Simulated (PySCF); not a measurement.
# PbBr4: other functionals and bases at one geometry

An exercise on one series of results from a longer session: the logs are not shown, and one member is left open.

Computed with PySCF 2.14.0. Level: several levels, as the steps say, no spin–orbit coupling.

1 further run of the same task is left out (for a known fault of the program). Runs told in other sessions of the task aren't counted.

### The starting structure

5 atoms, charge 0, spin multiplicity 1.

Bond lengths: Pb1–Br2 2.562 Å, Pb1–Br3 2.562 Å, Pb1–Br4 2.562 Å, Pb1–Br5 2.562 Å. Angles: Br2–Pb1–Br3 109.5°, Br2–Pb1–Br4 109.5°, Br2–Pb1–Br5 109.5°, Br3–Pb1–Br4 109.5°, Br3–Pb1–Br5 109.5°, Br4–Pb1–Br5 109.5°.

Geometry (Å):

```
Pb    0.0000    0.0000    0.0000
Br    1.4791    1.4791    1.4791
Br   -1.4791   -1.4791    1.4791
Br    1.4791   -1.4791   -1.4791
Br   -1.4791    1.4791   -1.4791
```

Formal oxidation states: Pb +4. An earlier session relaxed this geometry at PBE0, Pb def2-SVP with ECP60, Br def2-SVP (singlet, point group Td).

At PBE0 on the finer grid: E = -10487.195193 Eh, HOMO -8.85 eV, LUMO -4.95 eV, Mulliken charge on Pb1 +0.80 e, largest force component 0.001 eV/Å. 

Levels to run: TPSS; BLYP; PBE0, TZVP. Hardware: 4 threads of Intel Xeon at 2.50GHz (Skylake/Cascade Lake), shared host.

The first run:

The input, run.py (the lines that set the calculation):

```python
mol = gto.M(atom='''
Pb     0.00000     0.00000     0.00000
Br     1.47915     1.47915     1.47915
Br    -1.47915    -1.47915     1.47915
Br     1.47915    -1.47915    -1.47915
Br    -1.47915     1.47915    -1.47915''',
    basis={'Pb': 'def2-SVP', 'Br': 'def2-SVP'},
    ecp={'Pb': 'def2-SVP'},
    charge=0, spin=0)
mf = dft.RKS(mol, xc='TPSS')
mf.grids.atom_grid = (75, 302)
mf = mf.density_fit()  # fitting sets: Pb def2-universal-JKFIT, Br def2-universal-JKFIT
mf.conv_tol = 1e-08; mf.max_cycle = 55
mf.kernel(dm0)  # dm0: the density of the relaxed state
```

On the command line:

```bash
OMP_NUM_THREADS=4 python run.py
```

Steps of the session up to this table: TPSS; BLYP; PBE0, TZVP.

One table of the session follows, with a row left open; its other results are not shown here.

| level | HOMO (eV) | gap (eV) | charge on Pb1 (e) | largest force component (eV/Å) |
| --- | --- | --- | --- | --- |
| PBE0 (relaxed here) | -8.85 | 3.91 | 0.80 | 0.00 |
| TPSS | -7.65 | 2.13 | 0.76 | 0.20 |
| BLYP | -7.20 | 1.94 | 0.64 | 0.45 |
| PBE0, TZVP | ? | ? | ? | ? |

Estimate the missing values for PBE0, TZVP.

As computed: HOMO (eV): -8.96; gap (eV): 3.97; charge on Pb1 (e): 0.97; largest force component (eV/Å): 0.17. In the column «HOMO (eV)» it is the lowest.

In one basis the HOMO–LUMO gap runs from 1.94 eV (BLYP) to 3.91 eV (PBE0). The largest leftover force, 0.45 eV/Å with BLYP, stands at a geometry relaxed at another level. Total energies of different levels can't be compared.
